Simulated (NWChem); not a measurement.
# SPZ81/6-31++G(d,p) (spherical functions) run of CH3BF2S (SMILES CSB(F)F)

Aim: the vertical electron affinity of CH3BF2S at SPZ81/6-31++G** (spherical functions), from 2 runs. 

The calculation is run with NWChem 7.3.0.

2 further runs of the same task are left out: 2 that didn't finish.

### Step 1. The structure to begin with

CH3BF2S has 8 atoms, charge 0, and is taken as a singlet. SMILES: `CSB(F)F`. The coordinates come from a PBE0-D4/def2-TZVP relaxation.

Bond lengths: C1–S2 1.812 Å, S2–B3 1.791 Å, B3–F4 1.320 Å, B3–F5 1.323 Å, C1–H6 1.088 Å, C1–H7 1.089 Å, C1–H8 1.088 Å. Angles: C1–S2–B3 101.2°, S2–B3–F4 119.6°, S2–B3–F5 122.5°, F4–B3–F5 117.9°, S2–C1–H6 110.8°, S2–C1–H7 106.5°, S2–C1–H8 110.8°, H6–C1–H7 109.3°, H6–C1–H8 110.0°, H7–C1–H8 109.3°.

### Step 2. The energy at SPZ81/6-31++G(d,p) (spherical functions)

Contents of input.nw:

```
start input
memory total 2200 mb
charge 0
geometry noautoz
 C       -0.803300       0.136900       0.921900
 S        0.719300      -0.779600       0.569900
 B        1.068100      -0.245300      -1.103500
 F        2.133800      -0.711800      -1.727700
 F        0.295400       0.609600      -1.753200
 H       -0.637500       1.209000       0.840300
 H       -1.080700      -0.107300       1.946100
 H       -1.603000      -0.168600       0.250500
end
basis "ao basis" spherical
 * library 6-31++G**
end
dft
 xc slater perdew81
 grid fine
 convergence energy 1e-08
 mulliken
end
task dft
```

On the command line:

```sh
nwchem input.nw > input.out
```

Standard output (excerpt; [...] marks lines left out):

```text
[...]
          Wavefunction type:  closed shell.
          No. of atoms     :     8
          No. of electrons :    48
[...]
          Charge           :     0
          Spin multiplicity:     1
[...]
          AO basis - number of functions:   112
[...]
              XC Information
              --------------
                        Slater Exchange Functional  1.000 local
                Perdew 1981 Correlation Functional  1.000 local
[...]
 d= 0,ls=0.0,diis     1   -659.3492892288 -8.75D+02  1.60D-02  1.38D+00     2.5
[...]
 d= 0,ls=0.0,diis    11   -659.4721203248 -1.57D-09  2.26D-07  4.93D-10    20.0
         Total DFT energy =     -659.472120324836
      One electron energy =    -1343.306162208306
           Coulomb energy =      522.081577265039
    Exchange-Corr. energy =      -53.907706652198
 Nuclear repulsion energy =      215.660171270629
[...]
      Total Density - Mulliken Population Analysis
     ---------------------------------------------
    Atom       Charge   Shell Charges
 -----------   ------   -------------------------------------------------------
    1 C    6     6.75   2.00  0.65  2.12  0.72  1.10  0.06  0.07  0.03
    2 S   16    15.92   2.00  2.00  5.96  1.36  3.08  0.46  0.96 -0.01  0.06  0.06
    3 B    5     4.47   2.00  0.53  1.44  0.13  0.16  0.03  0.02  0.16
    4 F    9     9.33   2.00  0.92  3.32  1.00  1.81  0.06  0.20  0.01
    5 F    9     9.27   2.00  0.92  3.32  1.00  1.81  0.01  0.19  0.01
    6 H    1     0.74   0.50  0.26 -0.02  0.01
    7 H    1     0.77   0.50  0.27 -0.00  0.01
    8 H    1     0.74   0.50  0.25 -0.02  0.01
[...]
```

Run time: 21 s. Hardware: 1 thread of Intel Xeon Platinum 8559C (Emerald Rapids), shared host; peak memory 0.12 GiB.

### Step 3. The doublet anion

Contents of ch3bf2s.nw:

```
start ch3bf2s
memory total 2200 mb
charge -1

geometry noautosym nocenter noautoz
  C     -0.803300     0.136900     0.921900
  S      0.719300    -0.779600     0.569900
  B      1.068100    -0.245300    -1.103500
  F      2.133800    -0.711800    -1.727700
  F      0.295400     0.609600    -1.753200
  H     -0.637500     1.209000     0.840300
  H     -1.080700    -0.107300     1.946100
  H     -1.603000    -0.168600     0.250500
end

basis spherical
  * library 6-31++G**
end

dft
  xc slater perdew81
  mult 2
  grid fine
  convergence energy 1e-08
  iterations 150
  mulliken
  print low
end

task dft
```

On the command line:

```sh
nwchem ch3bf2s.nw > ch3bf2s.out
```

Standard output (excerpt; [...] marks lines left out):

```text
[...]
 d= 0,ls=0.0,diis     1   -659.2320986305 -8.75D+02  5.18D-01  4.25D-01     2.9
[...]
 d= 0,ls=0.0,diis    13   -659.4579531194 -5.68D-10  5.78D-06  1.93D-10    28.4
[...]
         Total DFT energy =     -659.457953119378
      One electron energy =    -1349.994598180302
           Coulomb energy =      528.891997560687
    Exchange-Corr. energy =      -54.015523770393
 Nuclear repulsion energy =      215.660171270629
[...]
      Total Density - Mulliken Population Analysis
     ---------------------------------------------
    Atom       Charge   Shell Charges
 -----------   ------   -------------------------------------------------------
    1 C    6     4.48   2.00  0.67  2.10  0.70  1.08 -2.16  0.07  0.03
    2 S   16    16.35   2.00  2.00  5.96  1.36  3.08  0.48  1.01  0.25  0.17  0.06
    3 B    5     4.53   2.00  0.53  1.43  0.15  0.16  0.09  0.00  0.16
    4 F    9     9.34   2.00  0.92  3.33  1.00  1.82  0.04  0.23  0.01
    5 F    9     9.25   2.00  0.93  3.32  1.00  1.81 -0.01  0.21  0.01
    6 H    1     1.68   0.49  0.29  0.88  0.01
    7 H    1     1.68   0.49  0.29  0.88  0.01
    8 H    1     1.70   0.49  0.29  0.90  0.01
[...]
      <S2> =      0.7501 (Exact =     0.7500)
[...]
```

Run time: 29 s. Hardware: 1 thread of Intel Xeon Platinum 8559C (Emerald Rapids), shared host; peak memory 0.12 GiB.

### Step 4. Results

Level: SPZ81/6-31++G** (spherical functions).

| quantity | value |
| --- | --- |
| singlet CH3BF2S: total energy | -659.47212 Eh |
| singlet CH3BF2S: dipole moment | 2.31 D |
| singlet CH3BF2S: HOMO energy | -6.66 eV |
| singlet CH3BF2S: LUMO energy | -1.03 eV |
| singlet CH3BF2S: HOMO–LUMO gap | 5.63 eV |
| doublet anion: total energy | -659.45795 Eh |
| doublet anion: ⟨S²⟩ | 0.750 |
| vertical electron affinity (to the doublet anion) | -0.386 eV |

What this shows: The anion lies 0.39 eV (37.2 kJ/mol) above the neutral: the electron isn't bound at this level, and such a value depends on the basis. Mulliken charges (doublet anion) run from -0.70 on H8 to +1.52 on C1; in a basis this large or diffuse they mean little.
